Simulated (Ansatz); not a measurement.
# GeSbTe3: the cost of one run

Program: Ansatz 0.2.0. Level of theory: DFT PBE, scalar-relativistic, plane waves, PAW. These are calculated values, not measurements.

## 1. Starting point

Symmetry: P6/mmm, No. 191, hexagonal system. The conventional cell has a = 6.026 Å, b = 6.026 Å, c = 5.732 Å, α = 90.00°, β = 90.00°, γ = 120.00°. Around Ge (site symmetry 6/mmm) lie 2 Sb at 2.87 Å. Sb (site symmetry 6/mmm) is surrounded by 2 Ge at 2.87 Å and 6 Te at 3.01 Å. Around Te (site symmetry mmm) lie 2 Sb at 3.01 Å and 4 Te at 3.01 Å.

Structure file:

```cif
data_structure
_symmetry_space_group_name_H-M 'P6/mmm'
_symmetry_Int_Tables_number 191
_cell_length_a 6.0258
_cell_length_b 6.0258
_cell_length_c 5.7319
_cell_angle_alpha 90.000
_cell_angle_beta 90.000
_cell_angle_gamma 120.000
_cell_volume 180.24
loop_
_atom_site_label
_atom_site_type_symbol
_atom_site_symmetry_multiplicity
_atom_site_Wyckoff_symbol
_atom_site_fract_x
_atom_site_fract_y
_atom_site_fract_z
_atom_site_occupancy
Ge1 Ge 1 b 0.00000 0.00000 0.50000 1
Sb1 Sb 1 a 0.00000 0.00000 0.00000 1
Te1 Te 3 f 0.50000 0.00000 0.00000 1
```

A structure generator made this guess: random cell by space group and Wyckoff sites (P6/mmm, No. 191). The dimensions are guesses.

## 2. A first look at the guess

input.yaml

```yaml
crystal:
  lattice:
    - [6.02575882, 0.0, 0.0]
    - [-3.01287941, 5.21846022, 0.0]
    - [0.0, 0.0, 5.73194617]
  atoms:
    - { symbol: Ge, position: [0.0, 0.0, 0.5] }
    - { symbol: Sb, position: [0.0, 0.0, 0.0] }
    - { symbol: Te, position: [0.5, 0.0, 0.0] }
    - { symbol: Te, position: [0.0, 0.5, 0.0] }
    - { symbol: Te, position: [0.5, 0.5, 0.0] }
basis:
  ecutwfc: 420
kpoints:
  mp_grid: { grid: [3, 3, 4] }
hamiltonian:
  xc: pbe
scf:
  occupations: { method: gaussian, width: 0.1 }
  lower_state_search: "off"
output:
  forces: true
  stress: true
  eigenvalues: true
```

Run with:

```console
> ansatz run input.yaml --threads 1 --pin off --max-ram 2560MiB --backend cpu --events-out ev --progress --plain --runs-dir out
```

What time and memory should one allow on 1 thread of Intel Xeon at 2.70GHz, shared host?

About 6.6 s, with a peak of 0.48 GiB.
